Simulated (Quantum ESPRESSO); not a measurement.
HgS3: zone-centre phonons under several settings

```
CELL_PARAMETERS angstrom
5.16616 0.00000 0.00000
-2.58308 4.47403 0.00000
0.00000 0.00000 4.88469
ATOMIC_POSITIONS crystal
Hg 0.00000 0.00000 0.50000
S 0.66667 0.33333 0.74610
S 0.66667 0.33333 0.25390
S 0.33333 0.66667 0.50000
```

The cell was built by a generator and needn't be a form met in nature.

All runs used Quantum ESPRESSO 7.5; k mesh 4 × 4 × 4, shifted; relaxed cell; no spin polarisation; cutoff 612 eV; occupations fermi-dirac, width 0.05 eV.

| level | potentials | volume (Å³/atom) | pressure (GPa) | lowest optical mode without the field (cm⁻¹) | highest optical mode without the field (cm⁻¹) |
| --- | --- | --- | --- | --- | --- |
| LDA | GBRV 1.5 LDA | 23.83 | 0.0 | 96i | 648 |
| PBE | GBRV 1.5 PBE | 29.58 | 0.2 | 62i | 683 |
| PBEsol | GBRV 1.5 PBEsol | ? | 0.0 | ? | ? |
| revPBE | GBRV 1.5 PBE | 31.62 | 0.4 | 34i | 689 |

Question: What stands in the row left open?

Answer: Volume 24.85 Å³/atom; lowest optical mode without the field 85i cm⁻¹; highest optical mode without the field 651 cm⁻¹.

Values marked i are imaginary: the cell is unstable against those modes at that level, or the meshes are too thin.

Caveats: the mesh is thin for the phonons of a metal; some modes are imaginary; the volume moved by over 15 % at a fixed basis, so the end points are rough (some runs); the potentials were made for another functional, which shifts forces and pressure (some runs); this functional lacks dispersion, which binds the layers, so the pressure and a relaxed spacing across them are unreliable (some runs).

For the row left open. Caveat: the k mesh is coarse; the mesh is thin for the phonons of a metal; some modes are imaginary.
